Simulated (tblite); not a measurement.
# C4H11O2PSi2: the cost of one run

Programs: tblite 0.8.0 and PySCF 2.14.0, with density-fitted response routines of our own. Each step states its level of theory. These are calculated values for one molecule in the gas phase, unless marked as measured. Atoms count from 0, in the outputs and in this text.

## 1. Starting geometry

20 atoms, charge 0, multiplicity 1; geometry from: force field or distance geometry start.

Bonds of the start (Å): C0–Si1 1.83, Si1–P2 2.21, Si1–C3 1.86, C3–C4 1.50, C4–C5 1.49, C5–O6 1.21, C4–Si7 1.88, Si7–O8 1.73, O8–Si1 1.72, C0–H9 1.11, C0–H10 1.11, C0–H11 1.09, P2–H12 1.42, P2–H13 1.43, C3–H14 1.10, C3–H15 1.12, C4–H16 1.10, C5–H17 1.09, Si7–H18 1.47, Si7–H19 1.45.

## 2. Optimising the geometry with GFN2-xTB

Job settings and geometry (Å):

```
{"job": {"kind": "relax", "xc": "GFN2-xTB", "basis": "xTB"}, "charge": 0, "multiplicity": 1}
C      1.893400     1.666400    -0.929700
Si     0.919500     0.178800    -0.489500
P      2.260800    -1.447900     0.165400
C     -0.404100     0.602100     0.753900
C     -1.560100    -0.327400     0.537600
C     -2.815800     0.340200     0.097200
O     -2.843400     1.546400    -0.042500
Si    -1.016900    -1.517600    -0.816400
O     -0.034600    -0.453300    -1.767500
H      2.517000     1.933200    -0.045200
H      1.199600     2.495300    -1.166400
H      2.588300     1.439100    -1.744500
H      3.486000    -1.381500    -0.557400
H      2.436300    -1.541300     1.586100
H     -0.074200     0.542900     1.802900
H     -0.697600     1.657900     0.526500
H     -1.796900    -0.845900     1.481500
H     -3.717200    -0.250000    -0.096600
H     -0.208800    -2.559000    -0.156200
H     -2.136500    -2.067700    -1.551900
```

The run is started by

```console
> OMP_NUM_THREADS=1 python probes_run.py task.json out
```

The driver reads the jobs from task.json and runs them one after another.

**Question.** How long does this first job take on 1 thread of Arm Neoverse V1, shared host?

About 2.6 s.
